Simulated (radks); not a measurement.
**Shell filling in a hard-walled sphere of radius 2.16 bohr*, N = 25 to 28**

Aim: add electrons one at a time to a hard-walled sphere of radius 2.16 bohr*, try the lowest free levels for each, keep the configuration of least energy, and see where shells close.

Program: radks, version 2. Model: non-relativistic spin-polarised Kohn-Sham, PBEsol, spherically averaged shells. All values are calculated.

**1. What is given**

- well: a hard-walled sphere of radius 2.16 bohr*
- functional: PBEsol
- levels: named by radial order: 1s, 1p, 1d, 2s, 1f and so on
- units: effective atomic units, hartree* and bohr*
- configuration carried in: 1s2 1p6 1d10 1f(up 6, down 0) (N = 24, energy 245.903676)

After this run come: 25 electrons; Electron number 26; N = 27; N = 28.

Q: Predict the outcome of this session. Wanted: closed shells at N; largest addition energy; most unpaired electrons; configuration at N = 28.

The runs gave:

```
               quantity                                       value
     closed shells at N                          none in this range
largest addition energy  0.715 hartree* at N = 25 (of N = 25 to 27)
most unpaired electrons                                 7 at N = 25
configuration at N = 28               1s2 1p6 1d10 1f(up 7, down 3)
```

No closed-shell configuration falls in this range; the second difference peaks at N = 25, where a shell is half full. Among the lowest states kept at each count, up to 7 electrons are unpaired (N = 25), since exchange favours parallel spins. Spherical averaging forbids deformation, and the greedy search can miss a lower configuration.
